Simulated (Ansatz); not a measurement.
Debugging a rigid scan of one bond length of CH5MgNO, SMILES C[O][Mg][NH2] (the Ansatz DFT code, driven from Python).

Script `scan_ch5mgno.py`:
```python
# -*- coding: utf-8 -*-
import warnings

import ansatz as az
import numpy as np


def main():
    warnings.simplefilter("ignore", az.DeckWarning)

    system = (
        az.Crystal.molecule()
        .atom("C", (0.7851, 1.2939, -1.0794))
        .atom("O", (1.5084, 0.249, -0.6918))
        .atom("Mg", (0.2458, -0.8605, 0.4107))
        .atom("N", (-0.9315, -2.0084, 1.5808))
        .atom("H", (1.35, 2.0094, -1.7393))
        .atom("H", (0.3796, 1.9045, -0.1975))
        .atom("H", (-0.1078, 0.9792, -1.6713))
        .atom("H", (-1.7909, -2.2284, 0.9771))
        .atom("H", (-1.3501, -1.385, 2.3937))
    )

    symbols = [site.symbol for site in system.cartesian_sites]
    start = np.array([site.position_ang for site in system.cartesian_sites])
    axis = (start[5] - start[0]) / np.linalg.norm(start[5] - start[0])
    moving = [5]
    lengths, energies = [1.009, 1.055, 1.101, 1.147, 1.193, 1.238, 1.284, 1.353], []
    for length in lengths:
        xyz = start.copy()
        xyz[moving] += (length - np.linalg.norm(start[5] - start[0])) * axis
        point = az.Crystal.molecule()
        for symbol, xyz in zip(symbols, xyz):
            point = point.atom(symbol, xyz.tolist())
        model = (
            point.calculation()
            .basis(gaussian="6-31G*")
            .functional("hf")
            .spin("collinear", total=2)
        )
        report = model.run().report
        energies.append(report["free_energy_ev"])
        print(f"r = {length:6.3f} A  E = {energies[-1]:.5f} eV  <S^2> = {abs(report['mean_field']['state']['spin_squared']):.3f}")

    fit = np.polynomial.Polynomial.fit(lengths, np.array(energies) - min(energies), 4).convert()
    roots = [r.real for r in fit.deriv().roots() if abs(r.imag) < 1e-9 and fit.deriv(2)(r.real) > 0]
    r_e = min(roots, key=lambda r: abs(r - lengths[int(np.argmin(energies))]))
    print(f"minimum of the fit at {r_e:.4f} A, force constant {fit.deriv(2)(r_e):.2f} eV/A^2")


if __name__ == "__main__":
    main()
```

```console
$ python scan_ch5mgno.py
r =  1.009 A  E = -10056.41698 eV  <S^2> = 2.011
r =  1.055 A  E = -10056.54252 eV  <S^2> = 2.011
r =  1.101 A  E = -10056.57970 eV  <S^2> = 2.011
r =  1.147 A  E = -10056.54978 eV  <S^2> = 2.011
r =  1.193 A  E = -10056.46946 eV  <S^2> = 2.011
r =  1.238 A  E = -10056.35478 eV  <S^2> = 2.011
r =  1.284 A  E = -10056.21079 eV  <S^2> = 2.011
r =  1.353 A  E = -10055.96126 eV  <S^2> = 2.011
minimum of the fit at 1.1015 A, force constant 31.70 eV/A^2
```

No error stopped it. What is wrong with the input all the same?

The fault: the spin state is higher than the ground state's. The correction:

The script, `scan_ch5mgno.py`:
```python
# -*- coding: utf-8 -*-
import warnings

import ansatz as az
import numpy as np


def main():
    warnings.simplefilter("ignore", az.DeckWarning)

    system = (
        az.Crystal.molecule()
        .atom("C", (0.7851, 1.2939, -1.0794))
        .atom("O", (1.5084, 0.249, -0.6918))
        .atom("Mg", (0.2458, -0.8605, 0.4107))
        .atom("N", (-0.9315, -2.0084, 1.5808))
        .atom("H", (1.35, 2.0094, -1.7393))
        .atom("H", (0.3796, 1.9045, -0.1975))
        .atom("H", (-0.1078, 0.9792, -1.6713))
        .atom("H", (-1.7909, -2.2284, 0.9771))
        .atom("H", (-1.3501, -1.385, 2.3937))
    )

    symbols = [site.symbol for site in system.cartesian_sites]
    start = np.array([site.position_ang for site in system.cartesian_sites])
    axis = (start[5] - start[0]) / np.linalg.norm(start[5] - start[0])
    moving = [5]
    lengths, energies = [1.009, 1.055, 1.101, 1.147, 1.193, 1.238, 1.284, 1.353], []
    for length in lengths:
        xyz = start.copy()
        xyz[moving] += (length - np.linalg.norm(start[5] - start[0])) * axis
        point = az.Crystal.molecule()
        for symbol, xyz in zip(symbols, xyz):
            point = point.atom(symbol, xyz.tolist())
        model = (
            point.calculation()
            .basis(gaussian="6-31G*")
            .functional("hf")
        )
        report = model.run().report
        energies.append(report["free_energy_ev"])
        print(f"r = {length:6.3f} A  E = {energies[-1]:.5f} eV  <S^2> = {abs(report['mean_field']['state']['spin_squared']):.3f}")

    fit = np.polynomial.Polynomial.fit(lengths, np.array(energies) - min(energies), 4).convert()
    roots = [r.real for r in fit.deriv().roots() if abs(r.imag) < 1e-9 and fit.deriv(2)(r.real) > 0]
    r_e = min(roots, key=lambda r: abs(r - lengths[int(np.argmin(energies))]))
    print(f"minimum of the fit at {r_e:.4f} A, force constant {fit.deriv(2)(r_e):.2f} eV/A^2")


if __name__ == "__main__":
    main()
```

With that change:

```console
$ python scan_ch5mgno.py
r =  1.009 A  E = -10059.12192 eV  <S^2> = 0.000
r =  1.055 A  E = -10059.25036 eV  <S^2> = 0.000
r =  1.101 A  E = -10059.29050 eV  <S^2> = 0.000
r =  1.147 A  E = -10059.26351 eV  <S^2> = 0.000
r =  1.193 A  E = -10059.18601 eV  <S^2> = 0.000
r =  1.238 A  E = -10059.07385 eV  <S^2> = 0.000
r =  1.284 A  E = -10058.93212 eV  <S^2> = 0.000
r =  1.353 A  E = -10058.68515 eV  <S^2> = 0.000
minimum of the fit at 1.1036 A, force constant 31.33 eV/A^2
```

Notes:
- Total energies depend on the basis set; only differences at equal settings carry meaning.
- The rest of the molecule is held rigid at a force-field or estimated start geometry, and the basis set is modest; single-reference methods fail as a bond breaks.
- Hartree-Fock leaves correlation out, so bond, atomisation and ionisation energies come out well too low.
- The orbitals are restricted, so S² is zero by construction.
- Hardware and time: 5.2 s on 1 thread of Arm Neoverse V1, on a shared host, peak memory 0.18 GiB.

(A comment or docstring line of the script was reworded after the run, the code is as it ran; lines on the test bed's own set-up are left out of the output.)
